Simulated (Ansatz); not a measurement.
# H6SbSi2: the cost of one run

The runs use Ansatz 0.2.0, Gaussian basis; the settings change from run to run.

## 1. The molecule

An earlier PBE0-D4 in a triple-zeta def2 set relaxation fixed the geometry. Sb takes a core potential in def2 sets; no spin-orbit term is included.

9 atoms, charge 0, spin multiplicity 2.

Atoms are counted from 1 here; the program's logs count them from 0.

Bond lengths: Si1–Sb2 2.565 Å, Si1–H4 1.488 Å, Si1–H5 1.487 Å, Si1–H6 1.488 Å, Sb2–Si3 2.565 Å, Si3–H7 1.487 Å, Si3–H8 1.488 Å, Si3–H9 1.488 Å. Angles: Sb2–Si1–H4 110.4°, Sb2–Si1–H5 110.1°, Sb2–Si1–H6 110.4°, H4–Si1–H5 108.7°, H4–Si1–H6 108.5°, H5–Si1–H6 108.7°, Si1–Sb2–Si3 88.3°, Sb2–Si3–H7 110.1°, Sb2–Si3–H8 110.4°, Sb2–Si3–H9 110.4°, H7–Si3–H8 108.7°, H7–Si3–H9 108.7°, H8–Si3–H9 108.5°.

## 2. SVWN5/def2-TZVPD

This run has high accuracy.

in.yaml

```yaml
crystal:
  periodic: [false, false, false]
  atoms:
    - {symbol: Si, position_ang: [-0.779323, 1.208108, -1.048850]}
    - {symbol: Sb, position_ang: [1.670360, 0.524983, -0.715147]}
    - {symbol: Si, position_ang: [0.873407, -1.194687, 1.013023]}
    - {symbol: H, position_ang: [-1.583351, 0.044243, -1.511506]}
    - {symbol: H, position_ang: [-0.874333, 2.288397, -2.066038]}
    - {symbol: H, position_ang: [-1.357899, 1.703855, 0.229686]}
    - {symbol: H, position_ang: [2.034649, -1.945140, 1.559886]}
    - {symbol: H, position_ang: [-0.067991, -2.161908, 0.385845]}
    - {symbol: H, position_ang: [0.172981, -0.514051, 2.136099]}
basis:
  gaussian: {orbitals: def2-TZVPD}
magnetization: {spin_polarized: true, initial_magnetization: 1}
hamiltonian: {xc: {name: SVWN5}}
accuracy: high
output: {forces: true}
```

The run is started by

```sh
$ ansatz run in.yaml --threads 4 --pin off --events-out ev --progress --plain --max-ram 10444MiB
```

**Question.** How long does this run take on 4 threads of Arm Neoverse V1, shared host, and how much memory does it need?

About 12 s, with a peak of 1 GiB.
